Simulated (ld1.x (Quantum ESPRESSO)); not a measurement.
# A TM potential for Cu, from input to tests

Task: generate the file, and judge it by its errors in other configurations, its logarithmic derivatives, its ghosts and its cutoff.

Program: ld1.x (Quantum ESPRESSO) 7.5. Reference atom: PBE, scalar-relativistic, spherical and spin-unpolarised. All values are calculated.

### 1 Starting point

Typed settings, in words:

```
element                 : copper (Cu, Z = 29)
type                    : norm-conserving Troullier–Martins (Kleinman–Bylander form)
frozen core             : [Ar]
valence charge          : 11
reference configuration : 3d10 4s1 4p0
partial waves           : 4p (bound, empty): rc 2.75 bohr; 3d (bound): rc 1.05 bohr; 4f channel at -0.15 Ry: rc 2.55 bohr; 4s (bound): rc 2.10 bohr
local potential         : the s channel
core correction         : not asked for
```

The nodes and maxima of the atom's own shells, from an earlier all-electron run, set the scale for the radii.

All-electron outer shells of the reference configuration (PBE, scalar-relativistic, ld1.x):

| shell | level (eV) | outermost node (bohr) | outermost maximum (bohr) |
| --- | --- | --- | --- |
| 3s | -114.70 | 0.29 | 0.61 |
| 3p | -72.14 | 0.26 | 0.62 |
| 3d | -5.04 | – | 0.60 |
| 4s | -4.61 | 0.89 | 2.27 |
| 4p | -0.70 | 0.97 | 3.65 |

### 2 The generation run

Input file Cu.in:

```
 &input
   title='Cu', zed=29., rel=1, dft='PBE', iswitch=3,
   config='[Ar] 3d10 4s1 4p0 4f-2',
   nld=4, rlderiv=3.00, eminld=-2.0, emaxld=5.0, deld=0.02
 /
 &inputp
   pseudotype=2, tm=.true., lloc=0,
   nlcc=.false.,
   file_pseudopw='Cu.UPF', file_wfcaegen='ae.wfc', file_wfcncgen='nc.wfc', file_beta='beta', file_chi='chi'
 /
4
4P  2  1   0.00   0.00  2.75  2.75  0.0
3D  3  2  10.00   0.00  1.05  1.05  0.0
4F  4  3  -2.00  -0.15  2.55  2.55  0.0
4S  1  0   1.00   0.00  2.10  2.10  0.0
 &test
   configts(1)='3d10 4s1 4p0'
 /
```

Launch:

```
$ ld1.x < Cu.in > Cu.out
```

What the program wrote to Cu.out (without the banner and most projector matrices):

```text
     Program LD1 v.7.5
     --------------------------- All-electron run ----------------------------

     Cu
     scalar relativistic calculation

     atomic number is 29.00
     dft =PBE   lsd =0 sic =0 latt =0  beta=0.20 tr2=1.0E-14
     Exchange-correlation= PBE
                           (   1   4   3   4   0   0   0)
     mesh =1199 r(mesh) = 100.25372 a.u. xmin = -7.00 dx = 0.01250
     1 Ry =  13.60569312 eV, c = 137.03599908

     n l     nl                  e(Ry)          e(Ha)          e(eV)
     1 0     1S 1( 2.00)      -650.5489      -325.2745     -8851.1694
     2 0     2S 1( 2.00)       -78.0904       -39.0452     -1062.4738
     2 1     2P 1( 6.00)       -67.3965       -33.6983      -916.9763
     3 0     3S 1( 2.00)        -8.4305        -4.2153      -114.7030
     3 1     3P 1( 6.00)        -5.3024        -2.6512       -72.1430
     3 2     3D 1(10.00)        -0.3703        -0.1851        -5.0378
     4 0     4S 1( 1.00)        -0.3388        -0.1694        -4.6093
     4 1     4P 1( 0.00)        -0.0512        -0.0256        -0.6967

     final scf error:  5.3E-15 reached in  32 iterations

     Etot =   -3309.701531 Ry,   -1654.850765 Ha,  -45030.783357 eV

     Ekin =    3358.932341 Ry,    1679.466170 Ha,   45700.602648 eV
     Encl =   -7969.314771 Ry,   -3984.657386 Ha, -108428.051175 eV
     Eh   =    1435.751702 Ry,     717.875851 Ha,   19534.397054 eV
     Exc  =    -135.070802 Ry,     -67.535401 Ha,   -1837.731883 eV

     normalization and overlap integrals

     s(1S/1S) =  1.000000  <r> =   0.0521  <r2> =    0.0037  r(max) =   0.0341
     s(2S/2S) =  1.000000  <r> =   0.2352  <r2> =    0.0653  r(max) =   0.1960
     s(2P/2P) =  1.000000  <r> =   0.2064  <r2> =    0.0523  r(max) =   0.1585
     s(3S/3S) =  1.000000  <r> =   0.7119  <r2> =    0.5863  r(max) =   0.6112
     s(3P/3P) =  1.000000  <r> =   0.7494  <r2> =    0.6650  r(max) =   0.6189
     s(3D/3D) =  1.000000  <r> =   1.0474  <r2> =    1.5756  r(max) =   0.6036
     s(4S/4S) =  1.000000  <r> =   2.9362  <r2> =   10.2155  r(max) =   2.2710
     s(4P/4P) =  1.000000  <r> =   5.1791  <r2> =   33.4210  r(max) =   3.6517

     ------------------------ End of All-electron run ------------------------

     --------------------- Generating NC pseudopotential ---------------------

      Generating local pot.: lloc=0, matching radius rcloc =   2.1000

      Wfc   4P  rcut= 2.739  Using Troullier-Martins method

      Wfc   3D  rcut= 1.059  Using Troullier-Martins method

      Wfc   4F  rcut= 2.541  Using Troullier-Martins method

     ------------------- End of pseudopotential generation -------------------

     [... the all-electron block is printed once more ...]


     Computing logarithmic derivative in   3.00860
     Computing logarithmic derivative in   3.00860
     Computing the partial wave expansion
       no projector for channel:   0
     R is outside the sphere for l=    1 j= 0.00
     R is outside the sphere for l=    2 j= 0.00
     R is outside the sphere for l=    3 j= 0.00

     ---------------------- Testing the pseudopotential ----------------------

     Cu
     scalar relativistic calculation

     atomic number is 29.00   valence charge is 11.00
     dft =PBE   lsd =0 sic =0 latt =0  beta=0.20 tr2=1.0E-14
     mesh =1199 r(mesh) = 100.25372 xmin = -7.00 dx = 0.01250

     n l     nl             e AE (Ry)        e PS (Ry)    De AE-PS (Ry)
     3 2     3D   1(10.00)       -0.37027       -0.37027        0.00000
     1 0     4S   1( 1.00)       -0.33878       -0.33878        0.00000
     2 1     4P   1( 0.00)       -0.05121       -0.05121       -0.00000

     eps = 3.2E-15  iter = 19

     Etot =   -3309.701531 Ry,   -1654.850765 Ha,  -45030.783357 eV
     Etotps =   -98.378284 Ry,     -49.189142 Ha,   -1338.504747 eV

     Ekin =     159.216509 Ry,      79.608254 Ha,    2166.250956 eV
     Encl =    -160.727821 Ry,     -80.363910 Ha,   -2186.813403 eV
     Ehrt =      99.029482 Ry,      49.514741 Ha,    1347.364740 eV
     Ecxc =     -15.817666 Ry,      -7.908833 Ha,    -215.210305 eV
     Epseu=    -180.078788 Ry,     -90.039394 Ha,   -2450.096733 eV

     ---------------------- End of pseudopotential test ----------------------
```

Run time: 1.6 s. Hardware: 1 thread, shared host. This counts the later configuration tests of the new file too.

Partial waves on a coarse radial grid (AE all-electron, PS pseudo):

```
r (bohr)    4s AE   4s PS
   0.138   0.1448  0.0181
   0.275   0.0103  0.0376
   0.413  -0.1968  0.0603
   0.550  -0.2513  0.0877
   0.688  -0.1847  0.1220
   0.825  -0.0623  0.1644
   0.963   0.0745  0.2165
   1.100   0.2019  0.2771
   1.238   0.3130  0.3443
   1.375   0.4035  0.4124
   1.513   0.4755  0.4761
   1.650   0.5298  0.5290
   1.788   0.5695  0.5692
   1.925   0.5962  0.5962
   2.062   0.6124  0.6124
   2.200   0.6198  0.6198
   2.338   0.6200  0.6200
   2.475   0.6143  0.6143
   2.613   0.6039  0.6039
   2.750   0.5900  0.5900
   2.888   0.5730  0.5730
   3.025   0.5541  0.5541
   3.162   0.5336  0.5336
   3.300   0.5119  0.5119
   3.438   0.4896  0.4896
   3.575   0.4672  0.4672
```

### 3 Transferability test

Input file Cu.test.in:

```
 &input
   title='Cu', zed=29., rel=1, dft='PBE', iswitch=2,
   config='[Ar] 3d10 4s1 4p0 4f-2'
 /
 &test
   file_pseudo='Cu.UPF', nconf=8,
   configts(1)='3d10 4s1 4p0',
   configts(2)='3d10 4s0 4p0',
   configts(3)='3d9 4s0 4p0',
   configts(4)='3d8 4s0 4p0',
   configts(5)='3d10 4s0 4p1',
   configts(6)='3d9 4s2 4p0',
   configts(7)='3d9 4s1 4p0',
   configts(8)='3d7 4s0 4p0'
 /
```

Launch:

```
$ ld1.x < Cu.test.in > Cu.test.out
```

Cu.test.out, the pseudopotential blocks, each with the warnings that came before it:

```text
     BEWARE! Errors in PS-KS equations
     ---------------------- Testing the pseudopotential ----------------------

     Cu
     scalar relativistic calculation

     atomic number is 29.00   valence charge is 11.00
     dft =PBE   lsd =0 sic =0 latt =0  beta=0.20 tr2=1.0E-14
     mesh =1199 r(mesh) = 100.25372 xmin = -7.00 dx = 0.01250

     n l     nl             e AE (Ry)        e PS (Ry)    De AE-PS (Ry)
     3 2     3D   1(10.00)       -0.37027       -0.37027        0.00000
     1 0     4S   1( 1.00)       -0.33878       -0.33878        0.00000
     2 1     4P   1( 0.00)       -0.05121       -0.05121       -0.00000

     eps = 7.5E-15  iter = 22

     Etot =   -3309.701531 Ry,   -1654.850765 Ha,  -45030.783357 eV
     Etotps =   -98.378284 Ry,     -49.189142 Ha,   -1338.504747 eV

     Ekin =     159.216508 Ry,      79.608254 Ha,    2166.250949 eV
     Encl =    -160.727821 Ry,     -80.363910 Ha,   -2186.813403 eV
     Ehrt =      99.029482 Ry,      49.514741 Ha,    1347.364739 eV
     Ecxc =     -15.817666 Ry,      -7.908833 Ha,    -215.210305 eV
     Epseu=    -180.078788 Ry,     -90.039394 Ha,   -2450.096727 eV

     ---------------------- End of pseudopotential test ----------------------

     ---------------------- Testing the pseudopotential ----------------------

     Cu
     [...]
     n l     nl             e AE (Ry)        e PS (Ry)    De AE-PS (Ry)
     3 2     3D   1(10.00)       -1.00387       -0.99624       -0.00763  !
     1 0     4S   1( 0.00)       -0.87409       -0.87388       -0.00021
     2 1     4P   1( 0.00)       -0.48142       -0.48170        0.00028

     eps = 9.5E-15  iter =  8

     Etot =   -3309.102669 Ry,   -1654.551334 Ha,  -45022.635421 eV
     Etotps =   -97.779224 Ry,     -48.889612 Ha,   -1330.354119 eV
     dEtot_ae =       0.598862 Ry
     dEtot_ps =       0.599060 Ry,   Delta E=      -0.000198 Ry

     [...]
     ---------------------- End of pseudopotential test ----------------------

     ---------------------- Testing the pseudopotential ----------------------

     Cu
     [...]
     n l     nl             e AE (Ry)        e PS (Ry)    De AE-PS (Ry)
     3 2     3D   1( 9.00)       -2.17762       -2.21068        0.03305  !
     1 0     4S   1( 0.00)       -1.64243       -1.63400       -0.00843  !
     2 1     4P   1( 0.00)       -1.12816       -1.11979       -0.00836  !

     eps = 1.1E-16  iter =  9

     Etot =   -3307.534761 Ry,   -1653.767381 Ha,  -45001.302955 eV
     Etotps =   -96.202763 Ry,     -48.101381 Ha,   -1308.905265 eV
     dEtot_ae =       2.166770 Ry
     dEtot_ps =       2.175522 Ry,   Delta E=      -0.008752 Ry

     [...]
     ---------------------- End of pseudopotential test ----------------------

     ---------------------- Testing the pseudopotential ----------------------

     Cu
     [...]
     n l     nl             e AE (Ry)        e PS (Ry)    De AE-PS (Ry)
     3 2     3D   1( 8.00)       -3.59499       -3.71463        0.11964  !
     1 0     4S   1( 0.00)       -2.53770       -2.53046       -0.00724  !
     2 1     4P   1( 0.00)       -1.91536       -1.89798       -0.01739  !

     eps = 4.0E-17  iter =  9

     Etot =   -3304.666857 Ry,   -1652.333428 Ha,  -44962.283127 eV
     Etotps =   -93.261399 Ry,     -46.630700 Ha,   -1268.885978 eV
     dEtot_ae =       5.034674 Ry
     dEtot_ps =       5.116885 Ry,   Delta E=      -0.082211 Ry

     [...]
     ---------------------- End of pseudopotential test ----------------------

     ---------------------- Testing the pseudopotential ----------------------

     Cu
     [...]
     n l     nl             e AE (Ry)        e PS (Ry)    De AE-PS (Ry)
     3 2     3D   1(10.00)       -0.52571       -0.52211       -0.00360
     1 0     4S   1( 0.00)       -0.44612       -0.44601       -0.00011
     2 1     4P   1( 1.00)       -0.12603       -0.12608        0.00005

     eps = 1.3E-15  iter = 11

     Etot =   -3309.397502 Ry,   -1654.698751 Ha,  -45026.646835 eV
     Etotps =   -98.074238 Ry,     -49.037119 Ha,   -1334.367982 eV
     dEtot_ae =       0.304029 Ry
     dEtot_ps =       0.304047 Ry,   Delta E=      -0.000018 Ry

     [...]
     ---------------------- End of pseudopotential test ----------------------

     ---------------------- Testing the pseudopotential ----------------------

     Cu
     [...]
     n l     nl             e AE (Ry)        e PS (Ry)    De AE-PS (Ry)
     3 2     3D   1( 9.00)       -0.69958       -0.74016        0.04058  !
     1 0     4S   1( 2.00)       -0.42717       -0.42349       -0.00368
     2 1     4P   1( 0.00)       -0.08609       -0.08413       -0.00195

     eps = 3.1E-15  iter = 27

     Etot =   -3309.556741 Ry,   -1654.778371 Ha,  -45028.813395 eV
     Etotps =   -98.214279 Ry,     -49.107139 Ha,   -1336.273337 eV
     dEtot_ae =       0.144790 Ry
     dEtot_ps =       0.164006 Ry,   Delta E=      -0.019216 Ry

     [...]
     ---------------------- End of pseudopotential test ----------------------

     ---------------------- Testing the pseudopotential ----------------------

     Cu
     [...]
     n l     nl             e AE (Ry)        e PS (Ry)    De AE-PS (Ry)
     3 2     3D   1( 9.00)       -1.38593       -1.42320        0.03727  !
     1 0     4S   1( 1.00)       -0.99920       -0.99423       -0.00497
     2 1     4P   1( 0.00)       -0.56486       -0.56051       -0.00436

     eps = 7.1E-15  iter = 18

     Etot =   -3308.850568 Ry,   -1654.425284 Ha,  -45019.205425 eV
     Etotps =   -97.512332 Ry,     -48.756166 Ha,   -1326.722871 eV
     dEtot_ae =       0.850962 Ry
     dEtot_ps =       0.865952 Ry,   Delta E=      -0.014990 Ry

     [...]
     ---------------------- End of pseudopotential test ----------------------

     Warning: n=3, l=2 expected 0 nodes, found 1
     ---------------------- Testing the pseudopotential ----------------------

     Cu
     [...]
     n l     nl             e AE (Ry)        e PS (Ry)    De AE-PS (Ry)
     3 2     3D   1( 7.00)       -5.21378       -5.44341        0.22963  !
     1 0     4S   1( 0.00)       -3.53893       -3.54979        0.01086  !
     2 1     4P   1( 0.00)       -2.81949       -2.79236       -0.02713  !

     eps = 5.2E-18  iter =  9

     Etot =   -3300.278327 Ry,   -1650.139164 Ha,  -44902.574139 eV
     Etotps =   -88.698641 Ry,     -44.349321 Ha,   -1206.806492 eV
     dEtot_ae =       9.423204 Ry
     dEtot_ps =       9.679643 Ry,   Delta E=      -0.256440 Ry

     [...]
     ---------------------- End of pseudopotential test ----------------------
```

Excitation and ionisation energies from 3d10 4s1 4p0, with the error of the potential. A star marks tests that logged a warning.

| valence configuration | charge | ΔE all-electron (eV) | error AE − PS (meV) |
| --- | --- | --- | --- |
| 3d10 4s0 4p0 | +1 | 8.148 | -2.7 |
| 3d9 4s0 4p0 | +2 | 29.480 | -119 |
| 3d8 4s0 4p0 | +3 | 68.500 | -1119 |
| 3d10 4s0 4p1 | 0 | 4.137 | -0.2 |
| 3d9 4s2 4p0 | 0 | 1.970 | -261 |
| 3d9 4s1 4p0 | +1 | 11.578 | -204 |
| 3d7 4s0 4p0 * | +4 | 128.209 | -3489 |

### 4 Scattering by logarithmic derivatives

Taken from the files of the generation run. The phase is arctan(r·u′/u) with u = r·R, unwrapped, with energies in Ry. A pole is an energy at which the radial function vanishes at the test radius. The pseudo phase is shifted by a multiple of π to meet the all-electron one at the reference energy. Levels narrower than the energy grid can be missing from the poles. The last column is the largest difference on the grid between −1 and +1 Ry.

```tsv
channel	radius (bohr)	reference (Ry)	poles AE	poles PS	window around the reference with phases within 0.05 rad (Ry)	largest difference near zero (rad)
s	3.01	-0.34	0.55	0.54	below 2.1	0.004
p	3.01	-0.05	1.41	1.40	below 3.4	0.002
d	3.01	-0.37	-0.32, 3.01	-0.32, 3.50	below 0.7	0.108
f	3.01	-0.15	3.98	4.03	the whole range	0.000
```

Phases (rad) along the scan:

```
E (Ry)    d AE    d PS    p AE    p PS
 -2.00   1.350   1.351   1.318   1.318
 -1.52   1.322   1.323   1.275   1.274
 -1.04   1.275   1.276   1.199   1.199
 -0.56   1.109   1.113   1.032   1.031
 -0.08  -1.858  -1.852   0.413   0.413
  0.40  -2.055  -2.034  -1.008  -1.009
  0.88  -2.500  -2.392  -1.417  -1.419
  1.36  -3.755  -3.465  -1.560  -1.563
  1.84  -4.385  -4.263  -1.648  -1.652
  2.32  -4.582  -4.510  -1.730  -1.736
  2.80  -4.680  -4.621  -1.840  -1.852
  3.28  -4.749  -4.689  -2.072  -2.104
  3.76  -4.812  -4.739  -2.933  -3.040
  4.24  -4.890  -4.783  -4.122  -4.146
  4.72  -5.025  -4.830  -4.436  -4.437
```

### 5 Cutoff and ghost test in a Bessel basis

This step uses the generator's waves and projectors in a separate script. Basis: spherical Bessel functions vanishing at 20 bohr, q² up to the cutoff; potential fixed at the reference.

All-electron valence levels (Ry): 4p -0.0512, 3d -0.3703, 4s -0.3388. The lowest levels of each channel (Ry) by cutoff; the last column sums, over occupied levels, occupation times the distance from the level at 400 Ry. A positive value at high cutoff is not a bound level.

```
cutoff (Ry)     p #1     d #1    f #1     s #1  Σ f·Δε (mRy)
          8  -0.0508   0.0632  0.1122  -0.3334        4340.2
         25  -0.0511   0.0632  0.1122  -0.3383        4335.3
         50  -0.0511   0.0631  0.1122  -0.3388        4333.8
        100  -0.0511   0.0451  0.1122  -0.3388        4153.6
        180  -0.0511  -0.3668  0.1122  -0.3388          34.5
        200  -0.0511  -0.3696  0.1122  -0.3388           6.2
        400  -0.0511  -0.3703  0.1122  -0.3388           0.0
```

The sum stays within 10 mRy from 200 Ry and within 1 mRy only somewhere over 300 Ry. The sum leaves out empty levels, which can need more. Ghost test: no level below the all-electron spectrum of its channel (p, d, f, s tested).

### 6 What came out

```
                                                quantity                                                       value
               cutoffs for 10 and 1 mRy, occupied levels                                      200 Ry and over 300 Ry
                                            bound ghosts                                                  none found
                            largest test error (AE − PS)  -3489 meV, for 3d7 4s0 4p0 (one of 2 tests with a warning)
largest phase difference near zero energy, channels read                                                   0.108 rad
```

What this shows: By total energies transferability is poor: the largest error is 3489 meV on 128.2 eV, for 3d7 4s0 4p0. That test lies far up in energy; among those under 40 eV, nearer to bonding, the largest error is 261 meV. By its cutoff, 200 Ry for the looser tolerance, it is very hard. The tighter tolerance needs over 300 Ry, and converged work needs a cutoff nearer that. The slowest occupied level is 3d: taken alone it needs 200 Ry to come within 1 mRy, against 25 Ry for 4s. It is free of bound ghosts as far as tested. Of the channels read, d scatters worst near zero energy, by up to 0.11 rad.
